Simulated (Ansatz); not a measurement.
Geometry optimisation, DFT PBE, scalar-relativistic, plane waves, PAW in Ansatz 0.2.0.

Input:

```yaml
crystal:
  lattice:
    - [0.0, 5.43, 5.43]
    - [5.43, 0.0, 5.43]
    - [5.43, 5.43, 0.0]
  atoms:
    - { symbol: Si, position: [0.0, 0.0, 0.0] }
    - { symbol: Si, position: [0.125, 0.125, 0.125] }
    - { symbol: Si, position: [0.0, 0.0, 0.5] }
    - { symbol: Si, position: [0.125, 0.125, 0.625] }
    - { symbol: Si, position: [0.0, 0.5, 0.0] }
    - { symbol: Si, position: [0.125, 0.625, 0.125] }
    - { symbol: Si, position: [0.0, 0.5, 0.5] }
    - { symbol: Si, position: [0.125, 0.625, 0.625] }
    - { symbol: Si, position: [0.5, 0.0, 0.0] }
    - { symbol: Si, position: [0.625, 0.125, 0.125] }
    - { symbol: Si, position: [0.5, 0.0, 0.5] }
    - { symbol: Si, position: [0.625, 0.125, 0.625] }
    - { symbol: Si, position: [0.5, 0.5, 0.0] }
    - { symbol: Si, position: [0.625, 0.625, 0.125] }
    - { symbol: Si, position: [0.5, 0.5, 0.5] }
    - { symbol: Si, position: [0.625, 0.625, 0.625] }
    - { symbol: Li, position: [0.81211301, 0.55645387, 0.82217082] }
total_charge: 1
basis:
  ecutwfc: 420.0
kpoints:
  mp_grid: { grid: [2, 2, 2] }
hamiltonian:
  xc: pbe
  pseudopotentials: { kind: paw, azcp: { folder: soft_1 } }
scf:
  occupations: { method: gaussian, width: 0.02 }
  lower_state_search: "off"
relax:
  f_tol: 0.03
  max_steps: 60
  adjacent_minimum: "off"
```

Command:

```bash
$ ansatz run input.yaml --threads 1 --pin off --max-ram 3072MiB --backend cpu --events-out ev --progress --plain --runs-dir out
```

Problem. Where does it end, and by what steps?

Solution. It converged. The force dipped under the threshold on the way, but the program's further checks kept it going. Limits of this set-up: a small cell, in which the defect meets its images, charged cell in a uniform background, uncorrected. After 8 steps the energy has fallen by 0.995 eV; Li17 moved furthest, 1.06 Å. Joined: Si1–Li17 (3.49 → 2.40 Å), Si2–Li17 (3.48 → 2.75 Å), Si4–Li17 (3.53 → 2.75 Å), Si10–Li17 (3.49 → 2.75 Å).

```
step  energy less start (eV)  largest force component (eV/Å)  accepted
   0                  0.0000                           1.544       yes
   1                 -0.3442                           0.509       yes
   2                 -0.4186                           0.132       yes
   3                 -0.4965                           0.338       yes
   4                 -0.6330                           0.405       yes
   5                 -0.7890                           0.345       yes
   6                 -0.9283                           0.205       yes
   7                 -0.9947                           0.021       yes
   8                 -0.9947                           0.022       yes
```

```xyz
17
Lattice="0.0000 5.4300 5.4300 5.4300 0.0000 5.4300 5.4300 5.4300 0.0000" Properties=species:S:1:pos:R:3
Si 0.024 -0.019 0.020
Si 1.402 1.343 1.399
Si 2.761 2.673 0.028
Si 4.091 4.032 1.399
Si 2.783 -0.009 2.780
Si 4.121 1.313 4.118
Si 5.443 2.651 2.780
Si 6.825 4.039 4.130
Si 0.031 2.673 2.757
Si 1.402 4.032 4.088
Si 2.761 5.403 2.758
Si 4.107 6.757 4.104
Si 2.783 2.651 5.440
Si 4.133 4.039 6.822
Si 5.457 5.407 5.454
Si 6.825 6.731 6.821
Li 6.838 9.456 6.835
```

Whether the end is a true minimum wasn't checked by a vibrational analysis.

Time of the run: 84 s on 1 thread of Arm Neoverse N1, on a shared host, peak memory 0.51 GiB.
